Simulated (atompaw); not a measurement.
# Pseudopotential generation for K: PAW (atompaw), PBE

Task: generate the file, and judge it by its logarithmic derivatives, its ghosts and its cutoff.

Program: atompaw 4.2.0.5. Reference atom: PBE, scalar-relativistic, spherical and spin-unpolarised. All values are calculated.

## (1) The design

Typed settings, in words:

```
element                 : potassium (K, Z = 19)
type                    : PAW
frozen core             : [Ne]
valence charge          : 9
reference configuration : 3s2 3p6 4s1 4p0
partial waves           : 3s (bound): rc 2.00 bohr; 4s (bound): rc 3.00 bohr; 3p (bound): rc 2.40 bohr; 4p (bound, empty): rc 3.00 bohr; 3d channel at 0.25 Ry: rc 3.00 bohr; 3d channel at 2.35 Ry: rc 3.00 bohr
local potential         : ultrasoft scheme with l = 3 at 0 Ry, radius 2.35 bohr
core correction         : smooth core density matched at 2.80 bohr
augmentation charge     : sinc compensation charge, radius 2.45 bohr; PAW radius 3.00 bohr; waves and projectors: modrrkj vanderbiltortho
```

The nodes and maxima of the atom's own shells, from an earlier all-electron run, set the scale for the radii.

All-electron outer shells of the reference configuration (PBE, scalar-relativistic, ld1.x):

| shell | level (eV) | outermost node (bohr) | outermost maximum (bohr) |
| --- | --- | --- | --- |
| 2s | -353.41 | 0.11 | 0.32 |
| 2p | -280.12 | – | 0.26 |
| 3s | -35.34 | 0.48 | 1.08 |
| 3p | -18.81 | 0.45 | 1.15 |
| 4s | -2.32 | 1.59 | 4.18 |
| 4p | -0.80 | 1.88 | 5.71 |

## (2) Generation

File K.input:

```
K 19
GGA-PBE scalarrelativistic loggrid 1500 logderivrange -5 5 251
4 4 0 0 0 0
4 0 1
4 1 0
0 0 0
c
c
v
v
c
v
v
2
3.00 2.45 2.35 2.80
n
n
y
0.25
y
2.35
n
modrrkj vanderbiltortho sinc
3 0 ultrasoft
2.00
3.00
2.40
3.00
3.00
3.00
PWSCFOUT
UPFDX 0.0125d0 UPFXMIN -7.d0 UPFZMESH 19.d0
END
```

Started as:

```sh
$ atompaw < K.input > K.log
```

**Question.** What will these runs give? Wanted: cutoffs for 10 and 1 mRy, occupied levels; bound ghosts; largest phase difference near zero energy, channels read; lowest eigenvalue of the overlap; share of valence orbitals outside the PAW sphere; UPF file.

**Answer**, as computed:

| quantity | value |
| --- | --- |
| cutoffs for 10 and 1 mRy, occupied levels | 12 Ry and 21 Ry |
| bound ghosts | none found |
| largest phase difference near zero energy, channels read | 0.116 rad |
| lowest eigenvalue of the overlap (Bessel basis) | 0.398 (s) |
| share of valence orbitals outside the PAW sphere | 3s 0 %, 4s 87 %, 3p 2 %, 4p 97 % |
| UPF file | written |

**Reading.** The potential is soft on the atom at that tolerance: the looser tolerance needs 12 Ry. The Bessel-basis test finds no level below the valence levels. Near zero energy the largest phase difference among the channels read is 0.12 rad, in the p channel. All of this concerns the isolated atom, not yet a solid.
